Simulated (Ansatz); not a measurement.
# Si₂H₃F₂ radical: one species, many methods

An exercise on one series of results from a longer session: the logs are not shown, and one member is left open.

Program: Ansatz 0.2.0, Gaussian basis. Level of theory: functionals in def2-TZVPP, the program's frozen cores in correlated methods. These are calculated values, not measurements.

Levels to be run: LDA (SPW92), PBE-D4, revPBE-D4, BLYP-D4, r2SCAN-D4, B97M-V, PBE0-D4, B3LYP-D4, r2SCANh-D4, r2SCAN0-D4, HSE06-D4, BHLYP-D4, CAM-B3LYP-D4, LC-ωPBE, ωB97X-V, ωB97M-V, B2PLYP, PBE-QIDH; CCSD(T)/def2-SVP; CCSD(T)/def2-TZVPP; MP2/def2-QZVPP; extrapolation to the limit; RPA on PBE.

## Structure used throughout

An earlier PBE0-D4 in a triple-zeta def2 set relaxation fixed the geometry.

SMILES `F[Si](F)[SiH3]`, 7 atoms, charge 0, spin multiplicity 2.

Atoms are counted from 1 here; the program's logs count them from 0.

Bond lengths: F1–Si2 1.600 Å, Si2–F3 1.600 Å, Si2–Si4 2.371 Å, Si4–H5 1.487 Å, Si4–H6 1.485 Å, Si4–H7 1.485 Å. Angles: F1–Si2–F3 105.6°, F1–Si2–Si4 109.2°, F3–Si2–Si4 109.2°, Si2–Si4–H5 112.0°, Si2–Si4–H6 107.2°, Si2–Si4–H7 107.2°, H5–Si4–H6 110.2°, H5–Si4–H7 110.2°, H6–Si4–H7 109.8°.

Set-up of the first run:

File in.yaml:

```yaml
crystal:
  periodic: [false, false, false]
  atoms:
    - {symbol: F, position_ang: [1.769083, -0.876926, 1.361236]}
    - {symbol: Si, position_ang: [0.212606, -0.992071, 1.008209]}
    - {symbol: F, position_ang: [0.046907, -2.388352, 0.244382]}
    - {symbol: Si, position_ang: [-0.386251, 0.773298, -0.456937]}
    - {symbol: H, position_ang: [0.428075, 0.766448, -1.701291]}
    - {symbol: H, position_ang: [-0.184477, 2.045032, 0.282159]}
    - {symbol: H, position_ang: [-1.824743, 0.604371, -0.783257]}
basis:
  gaussian: {orbitals: def2-TZVPP}
magnetization: {spin_polarized: true, initial_magnetization: 1}
hamiltonian: {xc: lda}
output: {orbitals: {seedname: orbitals}}
```

Launch:

```
> ansatz run in.yaml --threads 4 --pin off --events-out ev --progress --plain --max-ram 10444MiB
```

Steps of the session up to this table: LDA; PBE-D4 (GGA); revPBE-D4 (GGA); BLYP-D4 (GGA); r2SCAN-D4 (meta-GGA); B97M-V (meta-GGA); B3LYP-D4 (hybrid); r2SCANh-D4 (hybrid); r2SCAN0-D4 (hybrid); HSE06-D4 (hybrid); BHLYP-D4 (hybrid); CAM-B3LYP-D4 (range-separated); LC-ωPBE (range-separated); ωB97X-V (range-separated); ωB97M-V (range-separated); B2PLYP (double hybrid); PBE-QIDH (double hybrid).

One of the session's tables, all rows but one given; the rest of the session is left out.

It belongs to the step «Orbital energies across the functionals». 

| functional | HOMO (eV) | LUMO (eV) | gap (eV) |
| --- | --- | --- | --- |
| LDA (SPW92) | -5.19 | -4.08 | 1.11 |
| PBE-D4 | -5.20 | -3.65 | 1.55 |
| revPBE-D4 | -5.18 | -3.51 | 1.67 |
| BLYP-D4 | -5.01 | -3.68 | 1.32 |
| r2SCAN-D4 | -5.56 | -3.24 | 2.32 |
| B97M-V | -5.31 | -3.85 | 1.46 |
| PBE0-D4 | -6.38 | -2.76 | 3.62 |
| B3LYP-D4 | -6.10 | -3.16 | 2.94 |
| r2SCANh-D4 | -5.99 | -2.94 | 3.05 |
| r2SCAN0-D4 | -6.64 | -2.50 | 4.14 |
| HSE06-D4 | -5.99 | -3.14 | 2.85 |
| BHLYP-D4 | -7.39 | -1.99 | 5.40 |
| CAM-B3LYP-D4 | -7.58 | -1.87 | 5.72 |
| LC-ωPBE | -8.98 | -0.44 | 8.54 |
| ωB97X-V | ? | ? | ? |
| ωB97M-V | -8.06 | -1.15 | 6.91 |

**Question.** Estimate the row for ωB97X-V.

The run gave: HOMO (eV): -8.48; LUMO (eV): -0.95; gap (eV): 7.53. In the column «HOMO (eV)» it lies between LC-ωPBE (-8.98) and ωB97M-V (-8.06).
